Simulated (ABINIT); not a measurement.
Here is an ABINIT 10.8.3 (patched build) calculation.

File run.abi:

```
pp_dirpath "./"
pseudos "41_Nb_13_1.5_1.7_pbe_n_v1.0.psp8, 52_Te_16_2.3_2.3_pbe_n_v1.0.psp8"

acell 3.4257 3.4257 3.4257 Angstrom
rprim
     1.0000000000     0.0000000000     0.0000000000
     0.0000000000     1.0000000000     0.0000000000
     0.0000000000     0.0000000000     1.0000000000
ntypat 2
znucl 41 52
natom 2
typat 1 2
xred
     0.5000000000     0.5000000000     0.5000000000
     0.0000000000     0.0000000000     0.0000000000

ecut 707.496042 eV

kptopt 1
ngkpt 6 6 6
nshiftk 1
shiftk 0.0 0.0 0.0

ixc 11
vdw_xc 6

nband 19
occopt 3
tsmear 0.00183747

nstep 100
tolvrs 1.0e-10

iomode 3
prtwf 0
prtden 0
prteig 0
prtebands 0
enunit 1
```

Potentials or basis: SPMS NC PBE v1.0.

The run is started by

```sh
$ abinit run.abi > log 2>&1
```

**Question.** Estimate the band gap on the k mesh.

**Answer.** None (metal or under the smearing width).

**Question.** Predict the pressure.

**Answer.** -4.4 GPa.

Caveat: pairwise dispersion overbinds metals, which lowers pressure and volume. The run has no spin-orbit coupling, so splittings on Te are missing.
